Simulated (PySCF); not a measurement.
# C5H6N2O: the cost of one run

Computed with PySCF 2.14.0 and routines of our own; the level stands in each step. Atoms count from 0.

## 1. The system as given

14 atoms, charge 0, multiplicity 1; geometry from: GFN2-xTB.

## 2. Magnetic properties: GIAO CAM-B3LYP/pcSseg-1

The job: settings as JSON, then the geometry in Å.

```
{"job": {"kind": "mag", "xc": "CAM-B3LYP", "basis": "pcSseg-1", "isotopologues": 2}, "charge": 0, "multiplicity": 1}
N      3.203288    -0.559851     0.111232
C      2.017091    -0.989096     0.219867
C      0.789554    -0.256072     0.079380
C      0.523840     1.068331    -0.185929
C     -0.873902     1.213668    -0.209837
C     -1.383616    -0.039039     0.042055
N     -2.675440    -0.465262     0.206498
O     -0.400991    -0.929718     0.214212
H      3.269183     0.435395    -0.099747
H      1.898555    -2.045884     0.444486
H      1.245490     1.844434    -0.344691
H     -1.433563     2.108440    -0.385351
H     -2.800760    -1.464308     0.150591
H     -3.379406     0.078489    -0.264932
```

Level: GIAO CAM-B3LYP/pcSseg-1 magnetisability, rotational g tensor and spin-rotation constants, non-relativistic, gas phase.

Launch:

```bash
> OMP_NUM_THREADS=1 python excited_run.py task.json out
```

One launch serves the whole session: the jobs run in the order shown.

Q: Estimate the wall time and peak memory of this first job on 1 thread of Arm Neoverse V2, shared host.

About 27 s, with a peak of 0.8 GiB.
